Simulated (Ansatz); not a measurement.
# C2H10BN: the cost of one run

Program: Ansatz 0.2.0. Level of theory: RKS PBE-D4/6-31G*. These are calculated values, not measurements.

## (1) The starting structure

Bond lengths: N2–H3 1.060 Å, N2–H4 1.060 Å, B1–C5 1.600 Å, C5–H6 1.110 Å, C5–H7 1.110 Å, C5–H8 1.110 Å, B1–C9 1.600 Å, C9–H10 1.110 Å, C9–H11 1.110 Å, C9–H12 1.110 Å. Angles: H3–N2–H4 120.0°, B1–C5–H6 109.5°, B1–C5–H7 109.5°, B1–C5–H8 109.5°, H6–C5–H7 109.4°, H6–C5–H8 109.4°, H7–C5–H8 109.4°, C5–B1–C9 120.0°, B1–C9–H10 109.5°, B1–C9–H11 109.5°, B1–C9–H12 109.5°, H10–C9–H11 109.4°, H10–C9–H12 109.4°, H11–C9–H12 109.4°.

Coordinates:

```xyz
14

B     0.0000    0.0000    0.0000
N     0.0000    0.0000    1.9000
H    -0.8770   -0.2713    2.4300
H     0.8770    0.2713    2.4300
C     1.3856    0.0000   -0.8000
H     1.7152   -1.0462   -0.9702
H     1.2491    0.5080   -1.7774
H     2.1552    0.5381   -0.2082
C    -1.3856    0.0000   -0.8000
H    -1.9458   -0.9305   -0.5708
H    -1.9898    0.8797   -0.4946
H    -1.1839    0.0508   -1.8903
H     0.0623   -1.4126    0.4698
H     0.0513   -1.1628    1.3606
```

## (2) Pulling towards end A

Springs on the bonds that form and break draw the guess towards this end; the thresholds are loose.

The input, input.yaml:

```yaml
crystal:
  periodic: [false, false, false]
  atoms:
    - { symbol: B, position_ang: [0.0, 0.0, 0.0] }
    - { symbol: "N", position_ang: [0.0, 0.0, 1.9] }
    - { symbol: H, position_ang: [-0.877, -0.2713, 2.43] }
    - { symbol: H, position_ang: [0.877, 0.2713, 2.43] }
    - { symbol: C, position_ang: [1.3856, 0.0, -0.8] }
    - { symbol: H, position_ang: [1.7152, -1.0462, -0.9702] }
    - { symbol: H, position_ang: [1.2491, 0.508, -1.7774] }
    - { symbol: H, position_ang: [2.1552, 0.5381, -0.2082] }
    - { symbol: C, position_ang: [-1.3856, 0.0, -0.8] }
    - { symbol: H, position_ang: [-1.9458, -0.9305, -0.5708] }
    - { symbol: H, position_ang: [-1.9898, 0.8797, -0.4946] }
    - { symbol: H, position_ang: [-1.1839, 0.0508, -1.8903] }
    - { symbol: H, position_ang: [0.0623, -1.4126, 0.4698] }
    - { symbol: H, position_ang: [0.0513, -1.1628, 1.3606] }
basis:
  gaussian: { orbitals: "6-31G*" }
hamiltonian:
  xc: pbe
  dispersion: d4
relax:
  f_tol: 0.15
  max_steps: 25
  restrain:
    - { distance: [0, 12], at: 2.39, k: 30.0 }
    - { distance: [13, 1], at: 2.26, k: 30.0 }
    - { distance: [0, 1], at: 1.55, k: 30.0 }
    - { distance: [13, 12], at: 0.66, k: 30.0 }
```

Started as:

```bash
ansatz run input.yaml --threads 1 --pin off --max-ram 2048MiB --backend cpu --events-out ev --progress --plain --runs-dir out
```

Q: Estimate wall time and peak memory on 1 thread of Arm Neoverse V1, shared host.

About 35 s, with a peak of 0.14 GiB.
